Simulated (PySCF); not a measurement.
# Te³⁺: the SCF solver's settings

Do solver options change the result for Te³⁺, or only the number of cycles?

Method: each script names its method and basis; program: PySCF 2.14.0.

2 further runs of the same task are left out: 2 for a known fault of the program.

## (1) The atom

Te³⁺: 1 atom, charge 3, spin multiplicity 2.

## (2) The base run

File input.py:

```python
from pyscf import gto, scf
from pyscf.prop.polarizability import uhf as pol

mol = gto.M(
    atom='Te 0 0 0',
    basis='jorge-dzp',
    charge=3,
    spin=1,
    verbose=4,
)
mf = scf.UHF(mol)
mf.kernel()
print('polarizability (a.u.)')
print(pol.Polarizability(mf).polarizability().round(4))
mf.dip_moment()
print('orbital energies (hartree):', [e[max(0, n-3):n+3].round(4) for e, n in zip(mf.mo_energy, mol.nelec)])
```

Command:

```console
$ python input.py
```

Its log is not repeated here.

In short: E(SCF) = -6604.080529 Eh, 7 cycles, ⟨S²⟩ = 0.752, α(xx, yy, zz) = 9.2, 9.4, 9.4 bohr³.

No relativity is included for the heavy element.

## (3) Damping 0.2

Run 1 changes damping: none → 0.2.

File input.py:

```python
from pyscf import gto, scf
from pyscf.prop.polarizability import uhf as pol

mol = gto.M(
    atom='Te 0 0 0',
    basis='jorge-dzp',
    charge=3,
    spin=1,
    verbose=4,
)
mf = scf.UHF(mol)
mf.damp = 0.2
mf.diis_start_cycle = 8
mf.kernel()
print('polarizability (a.u.)')
print(pol.Polarizability(mf).polarizability().round(4))
mf.dip_moment()
print('orbital energies (hartree):', [e[max(0, n-3):n+3].round(4) for e, n in zip(mf.mo_energy, mol.nelec)])
```

Command:

```console
$ python input.py
```

## (4) Smearing width 0.005 hartree

Run 2 changes smearing width: none → 0.005 hartree; step after the SCF: polarizability → none.

File input.py:

```python
from pyscf import gto, scf

mol = gto.M(
    atom='Te 0 0 0',
    basis='jorge-dzp',
    charge=3,
    spin=1,
    verbose=4,
)
mf = scf.UHF(mol)
mf = scf.addons.smearing_(mf, sigma=0.005, method='fermi')
mf.kernel()
mf.dip_moment()
print('orbital energies (hartree):', [e[max(0, n-3):n+3].round(4) for e, n in zip(mf.mo_energy, mol.nelec)])
```

## (5) Initial guess chk

Run 3 changes initial guess: minao → chk.

Changes to input.py since step 2:

```diff
@@ -11,2 +11,3 @@
 mf = scf.UHF(mol)
+mf.init_guess = 'chk'
 mf.kernel()
```

## (6) Damping 0.5

Run 4 changes damping: none → 0.5.

Changes to input.py since step 2:

```diff
@@ -11,2 +11,4 @@
 mf = scf.UHF(mol)
+mf.damp = 0.5
+mf.diis_start_cycle = 8
 mf.kernel()
```

Q: Predict the outcome of this session. Wanted: for each run, E(SCF); from base; gap, α spin.

As calculated:

```csv
run,E(SCF) (hartree),from base (eV),cycles,"gap, α spin (eV)"
base,-6604.080529,0,7,8.95
damping 0.2,-6604.080529,0.0000,11,8.95
smearing width 0.005 hartree,-6603.933457,not comparable,7,n/a
initial guess chk,-6604.080529,0.0000,7,8.95
damping 0.5,-6604.080529,0.0000,12,8.95
```

Distance from each run's final energy (log10 hartree) by cycle:

```csv
run,cycle 1,cycle 2,cycle 3,cycle 5,cycle 8,cycle 12
base,-1.3,-2.7,-3.9,-7.7,done,done
damping 0.2,-1.3,-2.4,-3.2,-4.9,-7.6,done
smearing width 0.005 hartree,-1.4,-3.1,-4.4,-8.6,done,done
initial guess chk,-1.3,-2.7,-3.9,-7.7,done,done
damping 0.5,-1.3,-1.9,-2.4,-3.3,-5.4,< -11
```

In words: The SCF energy stays the same, to the digits that matter, with damping 0.2 or initial guess chk or damping 0.5. PySCF falls back to minao for a guess that it doesn't know or can't read, so that run repeats the base. The base needs 7 cycles and the run with damping 0.5 needs 12.
